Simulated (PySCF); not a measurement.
# C4H4ClOP: the cost of one run

Programs: PySCF 2.14.0, with routines of our own; each step states its level. All values are computed. Atoms count from 0.

### 1 The system as given

11 atoms, charge 0, multiplicity 1; geometry from: GFN2-xTB.

### 2 Geometry optimisation at PBE0/cc-pVDZ

The job: settings as JSON, then the geometry in Å.

```
{"job": {"xc": "PBE0", "basis": "cc-pVDZ", "grid": 1, "kind": "geom"}, "charge": 0, "multiplicity": 1}
O     -2.421102    -0.098328     1.112911
P     -1.344412    -0.364197     0.162143
C     -0.529238     1.013359    -0.692983
C      0.792340     0.908050    -0.530928
C      1.214487    -0.227722     0.284314
Cl     2.883753    -0.460887     0.580389
C      0.236687    -1.013838     0.756927
H     -1.694098    -1.228521    -0.874122
H     -1.032376     1.778423    -1.257935
H      1.529336     1.583448    -0.935608
H      0.370047    -1.887117     1.368929
```

Started as:

```bash
OMP_NUM_THREADS=1 python excited_run.py task.json out
```

The driver reads the jobs from task.json and runs them one after another.

Q: Estimate the wall time and peak memory of this first job on 1 thread of Arm Neoverse V1, shared host.

About 27 s, with a peak of 0.57 GiB.
